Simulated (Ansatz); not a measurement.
# GeH3Cl (chlorogermane): CCSD/def2-TZVP

What is the electronic atomisation energy of GeH3Cl (chlorogermane) at CCSD/def2-TZVP? 

Program for the calculation: Ansatz 0.2.0.

46 further runs of the same task are left out: 6 that didn't finish, 40 set aside as unsound or not needed.

## (1) The system as given

GeH3Cl has 5 atoms, charge 0, and is taken as a singlet. SMILES: `[Cl][GeH3]`. Geometry: relaxed at PBE0-D4/def2-TZVP.

Bond lengths: Cl1–Ge2 2.155 Å, Ge2–H3 1.532 Å, Ge2–H4 1.532 Å, Ge2–H5 1.532 Å. Angles: Cl1–Ge2–H3 107.1°, Cl1–Ge2–H4 107.1°, Cl1–Ge2–H5 107.1°, H3–Ge2–H4 111.7°, H3–Ge2–H5 111.7°, H4–Ge2–H5 111.7°.

## (2) A single-point energy at CCSD/def2-TZVP

Contents of input.yaml:

```yaml
crystal:
  periodic: [false, false, false]
  atoms:
    - symbol: Cl
      position_ang: [-1.875800, -0.025100, 0.641300]
    - symbol: Ge
      position_ang: [0.161800, -0.013900, -0.060600]
    - symbol: H
      position_ang: [0.160400, 0.656200, -1.438100]
    - symbol: H
      position_ang: [0.619000, -1.473700, -0.140600]
    - symbol: H
      position_ang: [0.984500, 0.782900, 0.956700]
basis:
  gaussian: {orbitals: def2-TZVP}
correlation: {method: ccsd, frozen_orbitals: {Cl: 5, Ge: 9, H: 0}}
accuracy: high
scf: {omitted_lower_state_checks: [cluster_reference, increment]}
```

Command:

```sh
ansatz run input.yaml --threads 1 --pin off --max-ram 3480MiB --events-out events.jsonl --progress --plain --runs-dir runs
```

What it wrote:

```text
Warning: RAYON_NUM_THREADS=1 ignored (pool sized by the plan → 1); use --threads N
Functional definition: HF
  name "HF"
  exchange = exact_x
  correlation = 0
these checks for a lower state are left out or cut short: cluster_reference, increment
1678 factors; integrals over basis functions are off by at most 4.4e-9 eV
mean field evaluation 1: about -69025.1644 eV, gradient 1.5e1 eV
mean field evaluation 2: about -69025.2582 eV, gradient 1.5e1 eV
mean field evaluation 4: about -69026.0847 eV, gradient 2.2e0 eV
mean field evaluation 8: about -69026.0992 eV, gradient 1.2e-1 eV
mean field evaluation 16: about -69026.0992 eV, gradient 5.8e-8 eV
mean field -69026.09923790 eV, -2536.6623594225 hartree, gradient 5.8e-8 eV, S^2 0.000000; 0 other end points of the search recorded, 0 dependent functions left out
14 core orbitals not correlated: weight in the atoms' cores, before any rotation towards them, 1.000 or more for the frozen orbitals, at most 0.000 for the correlated occupied ones
reference -69026.09923790 eV, -2536.6623594225 hartree; 12, 12 occupied and 77, 77 virtual orbitals, 1678 factors
second order -11.97563430 eV of doubles, -0.00000000 eV of singles
cycle   1  -12.37891159 eV  change   -4.0e-1 eV  update   7.9e-2
cycle   2  -12.78146663 eV  change   -4.0e-1 eV  update   2.3e-2
cycle   3  -12.81904284 eV  change   -3.8e-2 eV  update   9.5e-3
cycle   4  -12.81389367 eV  change    5.1e-3 eV  update   2.2e-3
cycle   5  -12.81366321 eV  change    2.3e-4 eV  update   6.1e-4
cycle   6  -12.81352844 eV  change    1.3e-4 eV  update   1.9e-4
cycle   7  -12.81353280 eV  change   -4.4e-6 eV  update   5.4e-5
cycle   8  -12.81354914 eV  change   -1.6e-5 eV  update   1.7e-5
cycle   9  -12.81355136 eV  change   -2.2e-6 eV  update   5.6e-6
cycle  10  -12.81354956 eV  change    1.8e-6 eV  update   1.7e-6
cycle  11  -12.81355089 eV  change   -1.3e-6 eV  update   5.0e-7
cycle  12  -12.81355089 eV  change    8.0e-9 eV  update   1.2e-7
cycle  13  -12.81355104 eV  change   -1.6e-7 eV  update   4.2e-8
cycle  14  -12.81355103 eV  change    1.0e-8 eV  update   2.4e-8
cycle  15  -12.81355139 eV  change   -3.6e-7 eV  update   1.0e-7
cycle  16  -12.81355140 eV  change   -1.0e-8 eV  update   2.4e-8
cycle  17  -12.81355141 eV  change   -1.0e-8 eV  update   6.0e-9
cycle  18  -12.81355141 eV  change    1.0e-9 eV  update   2.0e-9
Total energy: -69038.91278931 eV, -2537.1332487514 hartree
Checks for a lower state left out: cluster_reference, increment
```

Wall time 15 s (1 thread of Arm Neoverse V1, shared host); peak memory 0.59 GiB.

## (3) The Cl atom, same level

Contents of molecule.yaml:

```yaml
crystal:
  periodic: [false, false, false]
  atoms:
    - {symbol: Cl, position_ang: [0.000000, 0.000000, 0.000000]}
basis:
  gaussian: {orbitals: def2-TZVP}
magnetization: {spin_polarized: true, initial_magnetization: 1}
correlation: {method: ccsd, frozen_orbitals: {Cl: 5}}
accuracy: high
scf: {omitted_lower_state_checks: [cluster_reference, increment]}
```

Run the same way, it converges to -459.65631 Eh (log not shown).

## (4) The Ge atom at the same level

Contents of job.yaml:

```yaml
crystal:
  periodic: [false, false, false]
  atoms:
    - symbol: Ge
      position_ang: [0.000000, 0.000000, 0.000000]
basis:
  gaussian:
    orbitals: def2-TZVP
magnetization:
  spin_polarized: true
  initial_magnetization: 2
correlation:
  method: ccsd
  frozen_orbitals: {Ge: 9}
accuracy: high
scf:
  omitted_lower_state_checks: [cluster_reference, increment]
```

Run the same way, it converges to -2075.50982 Eh (log not shown).

## (5) The H atom: a single-point energy at UHF/def2-TZVP

Contents of in.yaml:

```yaml
crystal:
  periodic: [false, false, false]
  atoms:
    - {symbol: H, position_ang: [0.000000, 0.000000, 0.000000]}
basis:
  gaussian: {orbitals: def2-TZVP}
magnetization: {spin_polarized: true, initial_magnetization: 1}
hamiltonian: {xc: hf}
accuracy: high
```

Run the same way, it converges to -0.49981 Eh (log not shown).

## (6) Results

Level: CCSD/def2-TZVP, 14 core orbitals frozen.

```
                                              quantity           value
                                molecule: total energy  -2537.13325 Eh
molecule: correlation energy (14 core orbitals frozen)      -470.9 mEh
                               molecule: T1 diagnostic           0.010
                                 Cl atom: total energy   -459.65631 Eh
  Cl atom: correlation energy (5 core orbitals frozen)      -179.5 mEh
            Cl atom: ⟨S²⟩ of the reference determinant           0.760
                                Cl atom: T1 diagnostic           0.007
                                 Ge atom: total energy  -2075.50982 Eh
  Ge atom: correlation energy (9 core orbitals frozen)      -188.8 mEh
            Ge atom: ⟨S²⟩ of the reference determinant           2.011
                                Ge atom: T1 diagnostic           0.009
                                  H atom: total energy     -0.49981 Eh
                                          H atom: ⟨S²⟩           0.750
                         electronic atomisation energy       12.726 eV
```

Taking the molecule apart into free atoms costs 12.73 eV (293 kcal/mol), before zero-point energy and without spin-orbit coupling.
